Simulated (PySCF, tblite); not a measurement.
# C5H4F2: geometry, infrared bands, NMR shifts and spin-spin couplings

Wanted: the infrared bands, NMR shifts and spin-spin couplings of C5H4F2 (`C=C1C=C1C(F)F`), by calculation.

Programs: tblite 0.8.0 and PySCF 2.14.0, with density-fitted response routines of our own. Each step states its level of theory. These are calculated values for one molecule in the gas phase, unless marked as measured. Atoms are numbered from 0 throughout.

## 1. Starting geometry

11 atoms, charge 0, multiplicity 1; geometry from: force field or distance geometry start.

Bonds of the start (Å): C0–C1 1.30, C1–C2 1.38, C2–C3 1.30, C3–C4 1.45, C4–F5 1.36, C4–F6 1.36, C3–C1 1.38, C0–H7 1.08, C0–H8 1.09, C2–H9 1.06, C4–H10 1.08.

## 2. Optimising the geometry with GFN2-xTB

Job settings and geometry (Å):

```
{"job": {"kind": "relax", "xc": "GFN2-xTB", "basis": "xTB"}, "charge": 0, "multiplicity": 1}
C     -2.048300    -0.399500     0.283400
C     -0.936900     0.222300     0.000100
C     -0.230500     1.339200    -0.400400
C      0.440500     0.261800    -0.100100
C      1.689200    -0.452700     0.069100
F      2.742700     0.333300    -0.281700
F      1.751100    -1.536000    -0.755100
H     -2.059800    -1.423600     0.622100
H     -3.004500     0.107700     0.178900
H     -0.174700     2.340200    -0.731400
H      1.836600    -0.790100     1.089100
```

On the command line:

```bash
OMP_NUM_THREADS=1 python probes_run.py task.json out
```

This one command runs all jobs of the session in turn.

**Question.** This job is followed by: GFN2-xTB harmonic vibrations, gas phase; GIAO PBE0/pcSseg-1 NMR shielding, non-relativistic, gas phase; B3LYP/pcJ-1 indirect spin-spin coupling, non-relativistic, gas phase. What will the session give for the following? strongest single infrared mode (GFN2-xTB); zero-point energy (GFN2-xTB); 13C shifts against TMS (PBE0/pcSseg-1); 1H shifts against TMS (PBE0/pcSseg-1); 19F shifts against CFCl3 (PBE0/pcSseg-1, means over atoms taken as alike); surface potential, 1st and 99th percentile; largest coupling of the table (B3LYP/pcJ-1).

**Answer**, as computed:

```
                                                                 quantity                                 value
                                strongest single infrared mode (GFN2-xTB)                 1985 cm⁻¹, 189 km/mol
                                             zero-point energy (GFN2-xTB)                         45.0 kcal/mol
                                   13C shifts against TMS (PBE0/pcSseg-1)  148.5, 141.9, 123.8, 117.0, 67.3 ppm
                                    1H shifts against TMS (PBE0/pcSseg-1)            8.19, 7.11, 4.22, 4.18 ppm
19F shifts against CFCl3 (PBE0/pcSseg-1, means over atoms taken as alike)                            -139.2 ppm
                                    surface potential, 1st and 99th percentile                    -0.85 V and 1.57 V
                              largest coupling of the table (B3LYP/pcJ-1)              1J(C,F) C4–F5, -300.7 Hz
```

**Reading.** Relaxing lowered the energy by 0.265 eV in 37 steps; the close pair that moved most is C1–C3, from 1.382 to 1.457 Å. All 27 modes are real, so the xTB geometry is a minimum. The strongest single mode, at 1985 cm⁻¹, moves mainly C1. Unscaled tight-binding wavenumbers are off by several per cent, some by more. Its intensities can rank the bands wrongly. By nearest atom (PBE0/pcSseg-1), the HOMO sits on C0 41 %; C1 20 % and the LUMO on C2, C3 about 35 % each; H9 10 %. In the run at B3LYP/pcJ-1, the largest coupling of the table is C4–F5 (mean over like pairs), -300.7 Hz, of which the Fermi-contact term gives -303.3 Hz. Couplings across rotatable bonds belong to this one conformer; where others are populated, the observed values are averages. Density functionals describe couplings to fluorine poorly, F–F couplings above all, so those rows are rough.
